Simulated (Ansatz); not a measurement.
# Si16O: the cost of one run

All numbers below are computed with Ansatz 0.2.0 (DFT PBE+D3(BJ), plane waves, PAW, scalar-relativistic, collinear spin).

1 further run of the same task is left out (it didn't finish).

## Step 1: Starting point

The cell holds 17 atoms (OSi16): a = 7.679 Å, b = 7.679 Å, c = 7.679 Å, α = 60.00°, β = 60.00°, γ = 60.00°.

The coordinates stand in the first input below.

## Step 2: End point A

File input.yaml:

```yaml
crystal:
  lattice:
    - [0.0, 5.43, 5.43]
    - [5.43, 0.0, 5.43]
    - [5.43, 5.43, 0.0]
  atoms:
    - { symbol: Si, position: [0.0, 0.0, 0.0] }
    - { symbol: Si, position: [0.125, 0.125, 0.125] }
    - { symbol: Si, position: [0.0, 0.0, 0.5] }
    - { symbol: Si, position: [0.125, 0.125, 0.625] }
    - { symbol: Si, position: [0.0, 0.5, 0.0] }
    - { symbol: Si, position: [0.125, 0.625, 0.125] }
    - { symbol: Si, position: [0.0, 0.5, 0.5] }
    - { symbol: Si, position: [0.125, 0.625, 0.625] }
    - { symbol: Si, position: [0.5, 0.0, 0.0] }
    - { symbol: Si, position: [0.625, 0.125, 0.125] }
    - { symbol: Si, position: [0.5, 0.0, 0.5] }
    - { symbol: Si, position: [0.625, 0.125, 0.625] }
    - { symbol: Si, position: [0.5, 0.5, 0.0] }
    - { symbol: Si, position: [0.625, 0.625, 0.125] }
    - { symbol: Si, position: [0.5, 0.5, 0.5] }
    - { symbol: Si, position: [0.625, 0.625, 0.625] }
    - { symbol: O, position: [0.2486746, 0.7519957, 0.7513282], spin: 1.0 }
magnetization:
  spin_polarized: true
basis:
  ecutwfc: 420.0
kpoints:
  mp_grid: { grid: [2, 2, 2] }
hamiltonian:
  xc: pbe
  dispersion: d3bj
  pseudopotentials: { kind: paw, azcp: { folder: soft_1 } }
scf:
  occupations: { method: gaussian, width: 0.02 }
  lower_state_search: "off"
relax:
  f_tol: 0.03
  max_steps: 60
  adjacent_minimum: "off"
```

Run with:

```sh
> ansatz run input.yaml --threads 2 --pin off --max-ram 5120MiB --backend cpu --events-out ev --progress --plain --runs-dir out
```

Q: Estimate wall time and peak memory on 2 threads of AMD EPYC 9R45 (Zen 5), shared host.

About 39 s, with a peak of 0.75 GiB.
